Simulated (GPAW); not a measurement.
The system is Al3Pt2.

```
Pt Al
1.0
     4.20714    0.00000    0.00000
    -2.10357    3.64349    0.00000
     0.00000    0.00000    5.18896
Pt Al
2 3
Cartesian
  2.1036 1.2145 4.3269
  0.0000 2.4290 0.8620
  2.1036 1.2145 1.8326
  0.0000 2.4290 3.3564
  0.0000 0.0000 0.0000
```

The cell comes from a database or a generator and needn't be the stable form of this composition.

| Quantity | Value |
| --- | --- |
| Program | GPAW 26.7.0 |
| Task | relaxation of cell and atoms |
| Functional | PBEsol |
| Dispersion | D4 |
| Potentials or basis | PAW data sets generated in the run's folder for this functional |
| Cutoff | 600 eV |
| Basis | pw |
| k mesh | 5 × 5 × 4 |
| Occupations | fermi-dirac, width 0.05 eV |
| Spin | no spin polarisation |

At the start: pressure -2.3 GPa; volume 15.91 Å³/atom.

Q: Where does the relaxation end?

A: Over 7 steps the energy falls by 3.0 meV/atom and the volume is 15.69 Å³/atom (-1.4 %); space group P-3m1 (No. 164, to 0.05 Å).

Step by step:
| step | energy change (eV) | largest force (eV/Å) | pressure (GPa) | volume (Å³) |
| --- | --- | --- | --- | --- |
| 1 | 0.0000 | 0.1935 | -2.32 | 79.54 |
| 2 | -0.0035 | 0.1530 | -2.00 | 79.38 |
| 3 | -0.0125 | 0.0780 | -0.07 | 78.49 |
| 4 | -0.0130 | 0.0599 | -0.05 | 78.48 |
| 5 | -0.0142 | 0.0317 | 0.26 | 78.33 |
| 6 | -0.0143 | 0.0288 | 0.26 | 78.34 |
| 7 | -0.0148 | 0.0083 | 0.03 | 78.45 |

Final structure:
```xyz
5
Lattice="4.2023 0.0000 0.0000 -2.1012 3.6393 0.0000 0.0000 0.0000 5.1298" Properties=species:S:1:pos:R:3 pbc="T T T"
Pt    2.1012    1.2131    4.2954
Pt    0.0000    2.4262    0.8344
Al    2.1012    1.2131    1.8121
Al    0.0000    2.4262    3.3177
Al    0.0000    0.0000    0.0000
```

Caveat: later steps reuse the first step's grids; pairwise dispersion overbinds metals, which lowers pressure and volume.
